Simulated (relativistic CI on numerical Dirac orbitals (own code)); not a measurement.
# Ba³⁷⁺: how the levels respond to the fine-structure constant and the nuclear radius

Aim: the factor q = dE/dx of each excitation energy, x = (α/α0)² − 1, by finite differences, and the field-shift factor by the mean square nuclear radius, for the lowest 30 levels.

Program: relativistic CI on numerical Dirac orbitals (own code) version 4. Level of theory: Dirac-Coulomb-Breit CI, KLI orbitals optimised for each configuration, derivatives by finite differences. These are calculated values, not measurements, unless marked.

## (1) The atom as given

* ion: Ba³⁷⁺ (Ba XXXVIII)
* nuclear charge: 56
* electrons: 19
* isotope: A = 138
* first configuration: [Ar] 3d

Outer shells as boxes (Hund's rule):

[Ar] 3d1
```
[Ar] core
3d [↑ ][  ][  ][  ][  ]
```

## (2) Levels and derivatives

Settings, as recorded:

```ini
atom Ba  Z=56  charge=37  electrons=19
nucleus A=138  rms_radius_fm=4.8378
hamiltonian dirac-coulomb  breit=on  qed=off  c_scale=1
orbitals kli  potential=per-configuration
slater_scale 1
correlation none
mixing on
configurations
  [Ar] 3d
  [Ne] 3s2 3p5 3d2
  [Ne] 3s 3p6 3d2
  [Ar] 4s
  [Ar] 4p
  [Ne] 3p6 3d3
  [Ne] 3p5 3d4
end
derivatives alpha2 +-0.01 radius +-1%
```

The run is started by

```bash
python run_levels.py task.json out
```

One command runs all members of the session, one after another, from task.json.

What does the calculation give? Wanted: lowest level; largest q in size, lowest 30 levels; largest K in size within the lowest configuration; largest field-shift factor among them.

The runs gave:

| quantity | value |
| --- | --- |
| lowest level | 3d 2D3/2 |
| largest q in size, lowest 30 levels | 458600 cm⁻¹ (3p5 3d2 [3p3/2^3 3d5/2^2] J=5/2° (ii)) |
| largest K in size within the lowest configuration | 2.01 (3d 2D5/2) |
| largest field-shift factor among them | 7.99 GHz/fm² (3p5 3d2 2H°11/2) |

Among these levels the largest q belongs to 3p5 3d2 [3p3/2^3 3d5/2^2] J=5/2° (ii), a change of configuration. The fine-structure partner 2D5/2 has K = 2.01, close to the 2 of an interval that scales as α². K = 2q/E, the relative sensitivity of a level, hangs on the computed energy: between configurations that lie close it can be off by a factor of several.
